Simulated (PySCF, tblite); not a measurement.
**C9H13F: geometry, infrared bands and NMR shifts**

Aim: predict the infrared bands and NMR shifts of C9H13F (`CC[C@@H]1C[C@@H]2C=C[C@@]1(F)C2`).

The runs use tblite 0.8.0 and PySCF 2.14.0, with density-fitted response routines of our own; the level of theory stands in each step. All values are computed, except where a source is named. Atoms count from 0, in the outputs and in this text.

## Step 1: The molecule as given

23 atoms, charge 0, multiplicity 1; geometry from: force field or distance geometry start.

Bonds of the start (Å): C0–C1 1.52, C1–C2 1.49, C2–C3 1.53, C3–C4 1.51, C4–C5 1.50, C5–C6 1.33, C6–C7 1.49, C7–F8 1.34, C7–C9 1.53, C7–C2 1.48, C9–C4 1.53, C0–H10 1.13, C0–H11 1.10, C0–H12 1.10, C1–H13 1.12, C1–H14 1.09, C2–H15 1.14, C3–H16 1.11, C3–H17 1.09, C4–H18 1.07, C5–H19 1.09, C6–H20 1.09, C9–H21 1.10, C9–H22 1.11.

## Step 2: Geometry optimisation with GFN2-xTB

Job settings and geometry (Å):

```
{"job": {"kind": "relax", "xc": "GFN2-xTB", "basis": "xTB"}, "charge": 0, "multiplicity": 1}
C     -2.647400    -0.188300    -0.729900
C     -1.583500    -0.937300     0.052200
C     -0.530200     0.055200     0.385300
C      0.095300     0.710300    -0.851800
C      1.512500     0.975700    -0.402900
C      2.236000    -0.328600    -0.568900
C      1.645100    -1.143700     0.296400
C      0.671200    -0.383600     1.134000
F      0.472100    -0.880700     2.367400
C      1.405700     0.960700     1.122200
H     -2.666400     0.829300    -0.241700
H     -2.362400    -0.043900    -1.781900
H     -3.635500    -0.668400    -0.682700
H     -1.176300    -1.683700    -0.681900
H     -2.086000    -1.398800     0.908300
H     -0.993100     0.901200     0.994900
H      0.047100    -0.066900    -1.649000
H     -0.476600     1.594200    -1.138300
H      2.005400     1.832200    -0.824800
H      3.073300    -0.541900    -1.233500
H      1.826000    -2.214900     0.410400
H      2.389300     0.871200     1.607500
H      0.773700     1.777600     1.519100
```

Command:

```
> OMP_NUM_THREADS=1 python probes_run.py task.json out
```

One launch serves the whole session: the jobs run in the order shown.

**Question.** This job is followed by: GFN2-xTB harmonic vibrations, gas phase; GIAO PBE0/pcSseg-1 NMR shielding, non-relativistic, gas phase. What will the session give for the following? strongest single infrared mode (GFN2-xTB); zero-point energy (GFN2-xTB); 13C shifts against TMS (PBE0/pcSseg-1); 1H shifts against TMS (PBE0/pcSseg-1, means over atoms taken as alike); 19F shifts against CFCl3 (PBE0/pcSseg-1).

**Answer**, as computed:

| quantity | value |
| --- | --- |
| strongest single infrared mode (GFN2-xTB) | 3020 cm⁻¹, 55 km/mol |
| zero-point energy (GFN2-xTB) | 124.3 kcal/mol |
| 13C shifts against TMS (PBE0/pcSseg-1) | 144.5, 144.3, 111.8, 58.6, 46.7, 41.2, 36.1, 29.5, 14.7 ppm |
| 1H shifts against TMS (PBE0/pcSseg-1, means over atoms taken as alike) | 6.49, 6.42, 2.53, 2.17, 2.01, 1.92, 1.86, 1.66, 0.97, 0.83, 0.81 ppm |
| 19F shifts against CFCl3 (PBE0/pcSseg-1) | -221.3 ppm |

In words: The optimisation took 84 steps and gained 0.838 eV; among the close pairs (by a distance rule), C2–C7 changed most, from 1.482 to 1.553 Å. All 63 modes are real, so the xTB geometry is a minimum. The strongest single mode, at 3020 cm⁻¹, is spread over several atoms, H22, H21, H18 among them. Unscaled tight-binding wavenumbers are off by several per cent, some by more. Its intensities can rank the bands wrongly. At PBE0/pcSseg-1: The largest span, 226 ppm, is at C5, where the paramagnetic term is -212 ppm.
